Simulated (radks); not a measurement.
# Excited configurations of Cu⁺

One table from this session's results is given with a row withheld; the runs are named, their logs left out.

Program: radks (a radial shooting solver on a logarithmic mesh, Libxc functionals) version 1. Level of theory: non-relativistic Kohn-Sham, LDA (Slater exchange, Perdew-Wang correlation), spin-polarised, spherical densities, point nucleus; open shells are filled with parallel spins first. These are calculated values, not measurements, unless marked.

### What is computed

```
element       : copper (Z = 29)
charge        : +1
electrons     : 28
configuration : [Ar] 3d10
```

Outer shells as boxes (Hund's rule):

Cu⁺
```
[Ar] core
3d [↑↓][↑↓][↑↓][↑↓][↑↓]
```

Set-up of the first run:

Settings of this run:

```text
Z 29
configuration [Ar] 3d10
relativity non-relativistic
functional lda,pw
spin polarised
nucleus point
```

Among the steps run: Ground configuration: [Ar] 3d10.

One table of the session follows, with a row left open; its other results are not shown here.

From the orbitals of this run (lengths in bohr):

```
level      <r>  outermost maximum (interpolated)  90 % within  nodes
   1s  0.05298                            0.0349       0.0943      0
   2s   0.2391                             0.200        0.370      1
   2p   0.2080                             0.160        0.340      0
   3s   0.7246                             0.623         1.09      2
   3p   0.7560                             0.623         1.17      1
   3d        ?                                 ?            ?      ?
```

Estimate the missing values for 3d.

**Answer.** <r>: 1.008; outermost maximum (interpolated): 0.599; 90 % within: 1.82; nodes: 0. In the column «<r>» it is the highest.

Limits of these values: Open shells are spherical and high-spin; term and fine-structure splittings are not resolved.
